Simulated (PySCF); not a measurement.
# OsSCl₂: relaxation and vibrations of the singlet

Where does singlet OsSCl₂ go from a T-shaped (ligand arrangement 2) start, is the end point a minimum, and what are its modes, charges and moments?

The runs use PySCF 2.14.0; PBE0, basis Os def2-SVP with ECP60, S def2-SVP, Cl def2-SVP, scalar-relativistic core potentials, no spin–orbit coupling, density fitting.

## 1. Where the work starts

4 atoms, charge 0, spin multiplicity 1.

Bond lengths: Os1–S2 2.100 Å, Os1–Cl3 2.280 Å, Os1–Cl4 2.280 Å. Angles: S2–Os1–Cl3 88.0°, S2–Os1–Cl4 88.0°, Cl3–Os1–Cl4 176.0°.

```xyz
4
charge 0 multiplicity 1
Os    0.0000    0.0000   -0.2474
S     0.0000    0.0000    1.8526
Cl    2.2786    0.0000   -0.1678
Cl   -2.2786    0.0000   -0.1678
```

## 2. Relaxing the singlet from the T-shaped (ligand arrangement 2) start

One driver script runs all steps and calls PySCF; scf.py shows how it sets up the SCF of each step. The optimiser is the driver's own. Before each start the driver seeks the lowest SCF state from one or more starting densities and follows internal instabilities, so scf.py alone need not reach the same state.

The program finds C2v symmetry in the start, which this walk keeps. Threshold on the gradient: 0.0003 Eh/bohr, with a further test on the energy change.

The input, scf.py:

```python
from pyscf import gto, scf, dft
mol = gto.M(atom='''
Os     0.000000     0.000000    -0.247416
S      0.000000     0.000000     1.852584
Cl     2.278600    -0.000000    -0.167816
Cl    -2.278600     0.000000    -0.167816''',
    basis={'Os': 'def2-SVP', 'S': 'def2-SVP', 'Cl': 'def2-SVP'},
    ecp={'Os': 'def2-SVP'},
    charge=0, spin=0)
mf = dft.RKS(mol, xc='PBE0')
mf.grids.atom_grid = (50, 194)
aux = {'Os': 'def2-universal-JKFIT', 'S': 'def2-universal-JKFIT', 'Cl': 'def2-universal-JKFIT'}
mf = mf.density_fit(auxbasis=aux)
mf.kernel()
```

Steps of the walk:

```tsv
step	energy (Eh)	change (kJ/mol)	largest symmetric gradient (Eh/bohr)
0	-1408.389518	0.00	0.01578
1	-1408.395478	-15.65	0.00603
2	-1408.396755	-19.00	0.00194
3	-1408.396832	-19.20	0.00036
4	-1408.396832	-19.20	0.00002
```

The walk needed 5.9 s of wall time on 4 threads, shared host.

Positions (Å) and forces (eV/Å) along the way:

```
step 0
Os   0.000   0.000  -0.247   0.000   0.000   0.686
S    0.000   0.000   1.853   0.000   0.000   0.590
Cl   2.279   0.000  -0.168  -0.811   0.000  -0.638
Cl  -2.279   0.000  -0.168   0.811   0.000  -0.638
step 1
Os   0.000   0.000  -0.185   0.000   0.000   0.271
S    0.000   0.000   1.923   0.000   0.000   0.310
Cl   2.236   0.000  -0.234  -0.126   0.000  -0.290
Cl  -2.236   0.000  -0.234   0.126   0.000  -0.290
step 2
Os   0.000   0.000  -0.142   0.000   0.000   0.041
S    0.000   0.000   1.974   0.000   0.000   0.100
Cl   2.221   0.000  -0.281   0.051   0.000  -0.070
Cl  -2.221   0.000  -0.281  -0.051   0.000  -0.070
step 3
Os   0.000   0.000  -0.129   0.000   0.000  -0.009
S    0.000   0.000   1.989   0.000   0.000   0.018
Cl   2.222   0.000  -0.295   0.004   0.000  -0.005
Cl  -2.222   0.000  -0.295  -0.004   0.000  -0.005
step 4
Os   0.000   0.000  -0.128   0.000   0.000   0.001
S    0.000   0.000   1.991   0.000   0.000  -0.001
Cl   2.222   0.000  -0.296   0.001   0.000   0.000
Cl  -2.222   0.000  -0.296  -0.001   0.000   0.000
```

After 4 steps and 19.2 kJ/mol it ends at C2v: Os–Cl 2.228 Å (×2), Os–S 2.119 Å; Cl–Os–Cl 171.3°, Cl–Os–S 94.3° (×2).

## 3. Vibrations and properties at this point

On the finer grid the gradient is checked again; gradients at displacements of ±0.01 bohr then give force constants and infrared intensities.

scf.py: that of step 2 with these lines changed.

```diff
@@ -3,4 +3,4 @@
-Os     0.000000     0.000000    -0.247416
-S      0.000000     0.000000     1.852584
-Cl     2.278600    -0.000000    -0.167816
-Cl    -2.278600     0.000000    -0.167816''',
+Os    -0.000000     0.000000    -0.190585
+S      0.000000     0.000000     1.928730
+Cl     2.221644    -0.000000    -0.358613
+Cl    -2.221644     0.000000    -0.358613''',
@@ -11 +11 @@
-mf.grids.atom_grid = (50, 194)
+mf.grids.atom_grid = (75, 302)
```

The driver hands on the density of the step before, so the log starts near convergence.

SCF at the final geometry:

```text
init E= -1408.39676601653
  HOMO = -0.224982104452121  LUMO = -0.184063816558282  gap/eV = 1.11344
cycle= 1 E= -1408.39676601652  delta_E= 8.41e-12  |g|= 4.68e-06  |ddm|= 6.91e-06
  HOMO = -0.224981232627697  LUMO = -0.18406276987386  gap/eV = 1.11345
Extra cycle  E= -1408.39676601647  delta_E= 5.39e-11  |g|= 1.68e-05  |ddm|= 1.88e-05
converged SCF energy = -1408.39676601647
```

The whole step took 18 s.

Geometry: C2v; Os–Cl 2.228 Å (×2), Os–S 2.119 Å; Cl–Os–Cl 171.3°, Cl–Os–S 94.3° (×2).

Harmonic modes (main isotopes):

```json
{"symmetry": "b1", "ω (cm⁻¹)": "78", "IR (km/mol)": "0.7", "type": "bend"}
{"symmetry": "b2", "ω (cm⁻¹)": "130", "IR (km/mol)": "0.1", "type": "bend"}
{"symmetry": "a1", "ω (cm⁻¹)": "153", "IR (km/mol)": "0.0", "type": "bend"}
{"symmetry": "b2", "ω (cm⁻¹)": "402", "IR (km/mol)": "94.8", "type": "stretch"}
{"symmetry": "a1", "ω (cm⁻¹)": "402", "IR (km/mol)": "1.0", "type": "stretch"}
{"symmetry": "a1", "ω (cm⁻¹)": "533", "IR (km/mol)": "0.0", "type": "stretch"}
```

No imaginary mode, so this is a minimum.

Properties at this point:

```
Dipole moment                                                   : 1.32 D
Highest occupied level                                          : -6.12 eV
Lowest empty level                                              : -5.01 eV
Rotational constants                                            : 0.125, 0.04884, 0.03511 cm⁻¹
Zero-point energy                                               : 10.2 kJ/mol
Principal polarisabilities                                      : 46.0, 73.8, 100.2 bohr³
Atomisation energy without zero-point energy                    : 892 kJ/mol
Principal traceless quadrupole moments about the centre of mass : -5.72, 2.78, 2.94 D Å
Entropy at 298.15 K and 1 bar                                   : 343.1 J/(mol K)
Heat capacity Cp at 298.15 K                                    : 74.7 J/(mol K)
Enthalpy at 298.15 K above 0 K                                  : 17.56 kJ/mol
Rotational symmetry number                                      : 2
```

Charges (e) and bond orders:

| atom | Mulliken | Löwdin | polar tensor | Mayer order to Os1 |
| --- | --- | --- | --- | --- |
| Os1 | 0.29 | -0.66 | 0.89 | – |
| S2 | -0.01 | 0.33 | -0.08 | 2.07 |
| Cl3,4 | -0.14 | 0.17 | -0.40 | 1.23 |

Mulliken populations on Os1 (outside its core potential): s 2.82, p 6.36, d 6.49, f 0.05.

## 4. Stability of the closed shell

At the lowest minimum the closed shell is tested against spin polarisation, on the (50, 194) grid. It is unstable: an open-shell solution lies lower. That solution was not followed to a minimum here.

## 5. Outcome

| quantity | value |
| --- | --- |
| minimum | singlet, C2v (closed shell, unstable towards spin polarisation) |
| geometry | Os–Cl 2.228 Å (×2), Os–S 2.119 Å; Cl–Os–Cl 171.3°, Cl–Os–S 94.3° (×2) |
| wavenumbers (cm⁻¹) | 78 (b1), 130 (b2), 153 (a1), 402 (b2), 402 (a1), 533 (a1) |
| dipole moment | 1.32 D |
| highest occupied, lowest empty level | -6.12, -5.01 eV |
| polar-tensor charge of Os1 | +0.89 e |
| zero-point energy | 10.2 kJ/mol |

What this shows: The T-shaped (ligand arrangement 2) start keeps its C2v symmetry and ends in a minimum. The strongest infrared band lies at 402 cm⁻¹ (b2, stretch). Other starts or spin states, not run here, may lie lower. The soft modes, below some 90 cm⁻¹, carry numerical noise of tens of cm⁻¹, and the entropy with them. The small gap makes a closed-shell description doubtful. A stability analysis at the minimum finds the closed shell unstable towards spin polarisation: an open-shell solution lies lower, and these values are not those of the lowest state. Spin–orbit coupling, left out here, can matter for elements this heavy.

The search up to here took 31 s.
